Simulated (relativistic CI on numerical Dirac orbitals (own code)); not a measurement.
# Al⁺: one ion under different settings

Aim: see what numerical and physical settings do to the SCF, the total energy and the lowest levels of Al⁺.

The numbers are computed with relativistic CI on numerical Dirac orbitals (own code) version 3 (Dirac-Coulomb-Breit CI, KLI orbitals optimised for each configuration, model QED (radiative potential, 1s self-energy scaled to tabulated hydrogen-like ionisation energies), numerical settings as typed), except any that are marked as measured or tabulated.

## (1) What is computed

| Quantity | Value |
| --- | --- |
| ion | Al⁺ (Al II) |
| nuclear charge | 13 |
| electrons | 12 |
| isotope | A = 27 |

## (2) The usual input

Input settings:

```ini
atom Al  Z=13  charge=1  electrons=12
nucleus A=27  rms_radius_fm=3.0610
hamiltonian dirac-coulomb  breit=on  qed=on  c_scale=1
orbitals kli  potential=per-configuration
slater_scale 1
correlation none
mixing on
grid step=0.0125 r_max=51.4
scf mixing=0.4 start=green max_iterations=150 tolerance=2e-08 node_fill=0.05
configurations
  [Ne] 3s2
end
```

Started as:

```sh
python run_levels.py task.json out
```

task.json lists these runs, among others, and the program works through them in turn.

## (3) Start potential previous, grid step 0.03

The settings differ from step 2 so:

```diff
@@ -7,4 +7,4 @@
 mixing on
-grid step=0.0125 r_max=51.4
-scf mixing=0.4 start=green max_iterations=150 tolerance=2e-08 node_fill=0.05
+grid step=0.03 r_max=51.4
+scf mixing=0.4 start=previous max_iterations=150 tolerance=2e-08 node_fill=0.05
 configurations
```

## (4) Speed-of-light factor 2

Input settings:

```ini
atom Al  Z=13  charge=1  electrons=12
nucleus A=27  rms_radius_fm=3.0610
hamiltonian dirac-coulomb  breit=on  qed=on  c_scale=2
orbitals kli  potential=per-configuration
slater_scale 1
correlation none
mixing on
grid step=0.0125 r_max=51.4
scf mixing=0.4 start=green max_iterations=150 tolerance=2e-08 node_fill=0.05
configurations
  [Ne] 3s2
end
```

## (5) End of the grid 77.1

Input settings:

```ini
atom Al  Z=13  charge=1  electrons=12
nucleus A=27  rms_radius_fm=3.0610
hamiltonian dirac-coulomb  breit=on  qed=on  c_scale=1
orbitals kli  potential=per-configuration
slater_scale 1
correlation none
mixing on
grid step=0.0125 r_max=77.1
scf mixing=0.4 start=green max_iterations=150 tolerance=2e-08 node_fill=0.05
configurations
  [Ne] 3s2
end
```

## (6) Slater scale 1.2, start potential previous, potential mixing 0.05

Input settings:

```ini
atom Al  Z=13  charge=1  electrons=12
nucleus A=27  rms_radius_fm=3.0610
hamiltonian dirac-coulomb  breit=on  qed=on  c_scale=1
orbitals kli  potential=per-configuration
slater_scale 1.2
correlation none
mixing on
grid step=0.0125 r_max=51.4
scf mixing=0.05 start=previous max_iterations=150 tolerance=2e-08 node_fill=0.05
configurations
  [Ne] 3s2
end
```

## (7) Tolerance 1e-14

Input settings:

```ini
atom Al  Z=13  charge=1  electrons=12
nucleus A=27  rms_radius_fm=3.0610
hamiltonian dirac-coulomb  breit=on  qed=on  c_scale=1
orbitals kli  potential=per-configuration
slater_scale 1
correlation none
mixing on
grid step=0.0125 r_max=51.4
scf mixing=0.4 start=green max_iterations=97 tolerance=1e-14 node_fill=0.05
configurations
  [Ne] 3s2
end
```

(Steps that only read results are left out.)

Before running it: what results should come out? Wanted: lowest level, usual settings; total energy.

The runs gave:

| setting | total energy less usual (Ha) | largest shift of a level among the lowest eight of both runs, same label and place (cm⁻¹) | SCF iterations | time | lowest level | kind of change |
| --- | --- | --- | --- | --- | --- | --- |
| usual | 0 | 0 | 10 | 0.044 s | 3s2 1S0 | - |
| start potential previous, grid step 0.03 | 5.96e-05 | - | 10 | 0.021 s | 3s2 1S0 | numerical |
| speed-of-light factor 2 | 0.308 | - | 10 | 0.044 s | 3s2 1S0 | unphysical constant |
| end of the grid 77.1 | 0 | - | 10 | 0.046 s | 3s2 1S0 | numerical |
| Slater scale 1.2, start potential previous, potential mixing 0.05 | 0 | - | 13 | 0.048 s | 3s2 1S0 | model term |
| tolerance 1e-14 | 0 | - | 17 | 0.05 s | 3s2 1S0 | extreme, harmless here |

```
                    quantity         value
lowest level, usual settings       3s2 1S0
                total energy  -242.0553 Ha
```

No visible change in the result comes from «end of the grid 77.1» or «Slater scale 1.2, start potential previous, potential mixing 0.05» or «tolerance 1e-14». «Tolerance 1e-14» costs 17 SCF iterations against 10. Only the listed configurations are in the model. In a near-neutral ion this small CI can misplace whole configurations by 10,000 cm⁻¹ or more.
